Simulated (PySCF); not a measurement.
# DyH4: other functionals and bases at one geometry

An exercise on one series of results from a longer session: the logs are not shown, and one member is left open.

Program: PySCF 2.14.0. Level of theory: several levels, as the steps say, no spin–orbit coupling. These are calculated values, not measurements.

1 further run of the same task is left out (for a known fault of the program).

## The starting structure

5 atoms, charge 0, spin multiplicity 1.

Bond lengths: Dy1–H2 1.889 Å, Dy1–H3 1.889 Å, Dy1–H4 1.889 Å, Dy1–H5 1.889 Å. Angles: H2–Dy1–H3 109.5°, H2–Dy1–H4 109.5°, H2–Dy1–H5 109.5°, H3–Dy1–H4 109.5°, H3–Dy1–H5 109.5°, H4–Dy1–H5 109.5°.

As a file:

```xyz
5
charge 0, multiplicity 1
Dy    0.0000    0.0000    0.0000
H     1.0906    1.0906    1.0906
H    -1.0906   -1.0906    1.0906
H     1.0906   -1.0906   -1.0906
H    -1.0906    1.0906   -1.0906
```

Formal oxidation states: Dy +4. Each metal's 8 4f electrons lie in its core potential, so multiplicities, spins and levels count the valence alone. An earlier session relaxed this geometry at PBE0, Dy lcecp-2-SVP with ECP54, H def2-SVP (singlet, point group Td).

At PBE0 on the finer grid: E = -46.301136 Eh, frontier levels not given, since the 4f levels lie in the core, Mulliken charge on Dy1 +0.67 e, largest force component 0.000 eV/Å. 

Levels to run: M06-L; wB97X; PBE0, TZVP. Hardware: 2 threads of Arm Neoverse V1, shared host.

The first run:

Input file run.py (the lines that set the calculation):

```python
mol = gto.M(atom='''
Dy     0.00000     0.00000     0.00000
H      1.09063     1.09063     1.09063
H     -1.09063    -1.09063     1.09063
H      1.09063    -1.09063    -1.09063
H     -1.09063     1.09063    -1.09063''',
    basis={'Dy': 'lcecp-2-SVP', 'H': 'def2-SVP'},
    ecp={'Dy': 'lcecp-2-SVP'},
    charge=0, spin=0)
mf = dft.RKS(mol, xc='M06L')
mf.grids.atom_grid = (75, 302)  # f atoms: unpruned, at least (60, 302)
mf = mf.density_fit()  # fitting sets: Dy AutoAux, H def2-universal-JKFIT
mf.conv_tol = 1e-08; mf.max_cycle = 55
mf.kernel(dm0)  # dm0: the density of the relaxed state
```

Launch:

```bash
> OMP_NUM_THREADS=2 python run.py
```

Steps of the session up to this table: M06-L; wB97X; PBE0, TZVP.

One of the session's tables, all rows but one given; the rest of the session is left out.

| level | charge on Dy1 (e) | largest force component (eV/Å) |
| --- | --- | --- |
| PBE0 (relaxed here) | 0.67 | 0.00 |
| M06-L | 0.99 | 0.07 |
| wB97X | 0.64 | 0.03 |
| PBE0, TZVP | ? | ? |

Estimate the missing values for PBE0, TZVP.

As computed: charge on Dy1 (e): 0.88; largest force component (eV/Å): 0.03. In the column «charge on Dy1 (e)» it lies between PBE0 (relaxed here) (0.67) and M06-L (0.99).

The largest leftover force, 0.07 eV/Å with M06-L, stands at a geometry relaxed at another level. With 4f in the core, its levels are missing from HOMO and gap, and its count is fixed, so no charge can pass from the ligands into it. Total energies of different levels can't be compared.
